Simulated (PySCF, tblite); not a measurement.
**AlH₉NO₂Si₂+, a small gas-phase stand-in for a defect centre (aluminium on silica): NMR shifts, core binding energies and electronic excitations**

Wanted: the NMR shifts, core binding energies and electronic excitations for `[NH3+][Al]([O][SiH3])[O][SiH3]`. It is drawn as: protonated amine.

Computed with tblite 0.8.0 and PySCF 2.14.0; each step states its level. No surroundings beyond the atoms listed, unless a continuum is named. Atoms count from 0, parts from 1.

## Step 1: The system as given

15 atoms, charge 1, multiplicity 1; geometry: distance geometry start.

## Step 2: Relaxing the cluster with GFN2-xTB

The job: settings as JSON, then the geometry in Å.

```
{"job": {"kind": "relax", "xc": "GFN2-xTB", "basis": "xTB"}, "charge": 1, "multiplicity": 1}
Si    -0.915566     2.423207     0.055683
O     -1.268020     1.913073    -1.607492
Al    -0.794774     0.214375    -2.295771
O     -1.788736    -1.243899    -1.642783
Si    -2.193950    -1.484371     0.058604
N      1.046111    -0.090795    -2.634394
H     -1.079456     1.337453     0.942490
H     -1.783058     3.478619     0.396555
H      0.430484     2.859374     0.117630
H     -2.993817    -2.661711     0.183315
H     -2.945482    -0.361866     0.542532
H     -1.030708    -1.618729     0.839682
H      1.392169    -0.819810    -2.006683
H      1.558407     0.798592    -2.465865
H      1.175472    -0.350918    -3.615482
```

Level: GFN2-xTB geometry optimisation, gas phase.

Command:

```
> OMP_NUM_THREADS=1 python cluster_run.py task.json out
```

One launch serves the whole session: the jobs run in the order shown.

**Question.** The jobs that follow are: PBE0-D3(BJ)/def2-SVP geometry optimisation, gas phase; GIAO PBE0/pcSseg-1 NMR shielding, non-relativistic, gas phase; delta-SCF UKS SCAN, pcX-2 on the ionised atom, pcseg-1 elsewhere, spin-free X2C; TDDFT CAM-B3LYP/def2-SVPD, vertical, gas phase, core orbitals frozen in the response. Predict: point group; rotational constants (main isotopes); ¹H shifts against TMS (PBE0/pcSseg-1); ²⁹Si shifts against TMS (PBE0/pcSseg-1); ¹⁷O shifts against H2O (PBE0/pcSseg-1); ²⁷Al shifts against AlH4- (PBE0/pcSseg-1); ¹⁵N shifts against NH3 (PBE0/pcSseg-1); O1s binding energies, SCAN/pcX-2; Si2p binding energies, SCAN/pcX-2 (standing for 1 of 2 atoms); Al2p binding energies, SCAN/pcX-2; N1s binding energies, SCAN/pcX-2; lowest singlet (CAM-B3LYP/def2-SVPD); brightest single state of those computed; lowest triplet; vertical ionisation energy (ΔSCF); vertical electron affinity (ΔSCF).

As calculated:

```
                                                     quantity                                                     value
                                                  point group                                                        C1
                         rotational constants (main isotopes)                                      2.62, 0.79, 0.62 GHz
                        ¹H shifts against TMS (PBE0/pcSseg-1)  5.38, 5.36, 5.33, 5.31, 5.30, 5.27, 3.00, 2.98, 2.95 ppm
                      ²⁹Si shifts against TMS (PBE0/pcSseg-1)                                          -16.6, -16.8 ppm
                       ¹⁷O shifts against H2O (PBE0/pcSseg-1)                                            30.3, 27.3 ppm
                    ²⁷Al shifts against AlH4- (PBE0/pcSseg-1)                                                  -0.8 ppm
                       ¹⁵N shifts against NH3 (PBE0/pcSseg-1)                                                  24.1 ppm
                             O1s binding energies, SCAN/pcX-2                                   O1 541.89, O3 541.89 eV
Si2p binding energies, SCAN/pcX-2 (standing for 1 of 2 atoms)                                             Si0 111.27 eV
                            Al2p binding energies, SCAN/pcX-2                                              Al2 86.58 eV
                             N1s binding energies, SCAN/pcX-2                                              N5 413.36 eV
                         lowest singlet (CAM-B3LYP/def2-SVPD)                               6.30 eV (197 nm), f = 0.009
                     brightest single state of those computed                               state 6, 7.60 eV, f = 0.034
                                               lowest triplet                                                   6.09 eV
                            vertical ionisation energy (ΔSCF)                                                  14.65 eV
                            vertical electron affinity (ΔSCF)                                                   4.19 eV
```

**Reading.** The start of the PBE0/def2-SVP relaxation was shaken at random by about 0.01 Å, so part of the energy gained, and of the first lengths quoted, undoes that. Over 9 steps the energy fell by 0.249 eV; of the close pairs, Al2–O3 changed most, 1.603 to 1.650 Å (PBE0/def2-SVP). Hydrogens of an XH3 group are listed apart at this fixed geometry; free rotation makes them one line at their mean. At PBE0/pcSseg-1: The widest tensor belongs to Al2: span 204 ppm, with a paramagnetic part of -308 ppm. By nearest atom (PBE0/pcSseg-1), the HOMO sits on H9 19 %; H6, H8, H10 about 14 % each and the LUMO on Al2 31 %; O1, O3 about 11 % each. At SCAN/pcX-2: the O1s levels computed lie within 0.00 eV of one another, too close to rank. The first singlet state (HOMO→LUMO 0.82) lies at 6.30 eV and is weak; of the 6 states computed, the strongest absorption comes from state 6 at 7.60 eV (the last computed, so partners may be missing). The lowest triplet lies 0.21 eV below the lowest singlet (triplets in Tamm-Dancoff, singlets in full TDDFT). The orbital energy would give 13.85 eV for ionisation, ΔSCF gives 14.65 eV. A capped cluster stands for the solid here, so long-range fields and strain are missing, and bands or shifts of the capping hydrogens have no counterpart in it.
